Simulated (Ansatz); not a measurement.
# two structures of Zr: a comparison of enthalpies under pressure

Program: Ansatz's Python interface.

The cells in order, each with its output:

```python
import warnings

import ansatz as az
import numpy as np
```

```python
def diamond(a_site, a):
    return (
        az.Lattice.fcc(a)
        .space_group(227, origin_choice=1)
        .atom(a_site, (0, 0, 0))
        .primitive()
    )


def hcp(A, a):
    return (
        az.Lattice.from_parameters(a, a, 1.633 * a, alpha=90, beta=90, gamma=120)
        .space_group(194)
        .atom(A, (1 / 3, 2 / 3, 0.25))
    )
```

```python
def solve(name, crystal, pressure=0.0):
    calc = (
        crystal.calculation()
        .functional(az.Functional.LDA)
        .basis(320, density_ratio=6)
        .accuracy('medium')
        .scf(max_iterations=150, extra_bands=8, self_checks='low')
        .kpoints(spacing=0.26)
        .occupations('gaussian', width=0.1)
    )
    calc = calc.relax(force_tolerance=0.02, cell=True, pressure=pressure)
    return calc.run(threads=1, backend='cpu')


def volume_per_atom(outcome):
    return abs(np.linalg.det(outcome.lattice.cell_ang)) / len(outcome.lattice.sites)
```

```python
warnings.simplefilter('ignore')
```

```python
phases = {}
phases['diamond'] = diamond('Zr', 6.23)
phases['hcp'] = hcp('Zr', 3.21)
```

```python
pressures = [0, 15, 30, 45]
enthalpy, volume = {name: [] for name in phases}, {name: [] for name in phases}
for p in pressures:
    for name, crystal in phases.items():
        o = solve(name, crystal, pressure=p)
        volume[name].append(volume_per_atom(o))
        enthalpy[name].append(o.report['energy_sigma0_ev'] / len(o.lattice.sites) + p * volume[name][-1] / 160.21766)
gap = np.array(enthalpy['hcp']) - np.array(enthalpy['diamond'])
rows = [(p, va, vb, 1000 * d) for p, va, vb, d in zip(pressures, volume['diamond'], volume['hcp'], gap)]
print('   P (GPa)  V diamond (A^3/atom)  V hcp (A^3/atom)  H(hcp) - H(diamond) (meV/atom)')
for row in rows:
    print(f'{row[0]:10d}  {row[1]:20.3f}  {row[2]:16.3f}  {row[3]:+30.1f}')
crossings = [p0 - g0 * (p1 - p0) / (g1 - g0) for p0, p1, g0, g1 in zip(pressures, pressures[1:], gap, gap[1:]) if g0 * g1 < 0]
print('crossing near', [round(float(p), 1) for p in crossings], 'GPa') if crossings else print('no crossing in this range')
```

       P (GPa)  V diamond (A^3/atom)  V hcp (A^3/atom)  H(hcp) - H(diamond) (meV/atom)
             0                27.581            21.813                         -2374.7
            15                22.330            19.328                         -2747.2
            30                19.501            17.697                         -2943.2
            45                18.196            16.269                         -3123.0
    no crossing in this range

Caveats:
- The settings weren't tested for convergence.
- The cutoff lies under the one recommended for these potentials.
- Under the recommended cutoff a pressure can be off by several GPa, even in sign.
- At a fixed pressure a relaxation lowers the enthalpy F + PV, while F alone can rise.
- Only these two structures are compared, at zero temperature and with their symmetry kept; either may be hypothetical, and another phase may be lower than both. Differences under about 40 meV an atom lie within the error of mesh and functional.
- The cells are prototypes set up for this calculation and needn't exist.
- The script silences warnings, which a real study should read.
- The whole script took 49 s on 1 thread of Arm Neoverse V2, with other jobs on the host, peak memory 0.37 GiB.
